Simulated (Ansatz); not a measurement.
# CH10N2Si: the cost of one run

Program: Ansatz 0.2.0. Level of theory: RKS LDA/def2-SVP. These are calculated values, not measurements.

## (1) The system as given

Bond lengths: Si1–N2 2.121 Å, Si1–H3 1.459 Å, Si1–H4 1.460 Å, Si1–H5 1.497 Å, Si1–N7 2.127 Å, N7–C8 1.445 Å, N2–H9 1.009 Å, N2–H10 1.008 Å, N7–H11 1.012 Å, C8–H12 1.097 Å, C8–H13 1.096 Å, C8–H14 1.091 Å. Angles (14 of 22 angles, heavy atoms first): N2–Si1–N7 70.9°, Si1–N7–C8 122.8°, Si1–N2–H9 114.7°, Si1–N2–H10 113.4°, N2–Si1–H3 114.2°, N2–Si1–H4 110.0°, N2–Si1–H5 91.5°, H3–Si1–N7 86.3°, H4–Si1–N7 86.6°, H5–Si1–N7 162.3°, Si1–N7–H11 116.4°, C8–N7–H11 110.7°, N7–C8–H12 111.7°, N7–C8–H13 111.8°.

Structure file:

```xyz
14

Si   -0.8440    0.0285   -1.1863
N    -0.6966   -1.6424    0.1119
H     0.4157    0.4076   -1.8180
H    -1.9868    0.8549   -0.8080
H    -1.4427   -0.8163   -2.2678
H    -0.1875   -0.6561    0.8677
N     0.0456    0.6448    0.6443
C     1.4354    1.0255    0.7512
H    -1.5788   -2.0644    0.3583
H    -0.0659   -2.3548   -0.2219
H    -0.5287    1.2111    1.2558
H     1.5977    2.0627    0.4323
H     1.8089    0.9214    1.7763
H     2.0276    0.3774    0.1042
```

## (2) A restrained relaxation towards end A

Springs on the bonds that form and break draw the guess towards this end; the thresholds are loose.

Contents of input.yaml:

```yaml
crystal:
  periodic: [false, false, false]
  atoms:
    - { symbol: Si, position_ang: [-0.844, 0.0285, -1.1863] }
    - { symbol: "N", position_ang: [-0.6966, -1.6424, 0.1119] }
    - { symbol: H, position_ang: [0.4157, 0.4076, -1.818] }
    - { symbol: H, position_ang: [-1.9868, 0.8549, -0.808] }
    - { symbol: H, position_ang: [-1.4427, -0.8163, -2.2678] }
    - { symbol: H, position_ang: [-0.1875, -0.6561, 0.8677] }
    - { symbol: "N", position_ang: [0.0456, 0.6448, 0.6443] }
    - { symbol: C, position_ang: [1.4354, 1.0255, 0.7512] }
    - { symbol: H, position_ang: [-1.5788, -2.0644, 0.3583] }
    - { symbol: H, position_ang: [-0.0659, -2.3548, -0.2219] }
    - { symbol: H, position_ang: [-0.5287, 1.2111, 1.2558] }
    - { symbol: H, position_ang: [1.5977, 2.0627, 0.4323] }
    - { symbol: H, position_ang: [1.8089, 0.9214, 1.7763] }
    - { symbol: H, position_ang: [2.0276, 0.3774, 0.1042] }
basis:
  gaussian: { orbitals: def2-SVP }
hamiltonian:
  xc: lda
relax:
  f_tol: 0.15
  max_steps: 25
  restrain:
    - { distance: [0, 6], at: 3.12, k: 30.0 }
    - { distance: [5, 1], at: 2.32, k: 30.0 }
    - { distance: [0, 1], at: 1.82, k: 30.0 }
    - { distance: [5, 6], at: 1.02, k: 30.0 }
```

On the command line:

```bash
ansatz run input.yaml --threads 2 --pin off --max-ram 3072MiB --backend cpu --events-out ev --progress --plain --runs-dir out
```

What time and memory should one allow on 2 threads of Intel Xeon 6975P-C (Granite Rapids), shared host?

About 15 s, with a peak of 0.16 GiB.
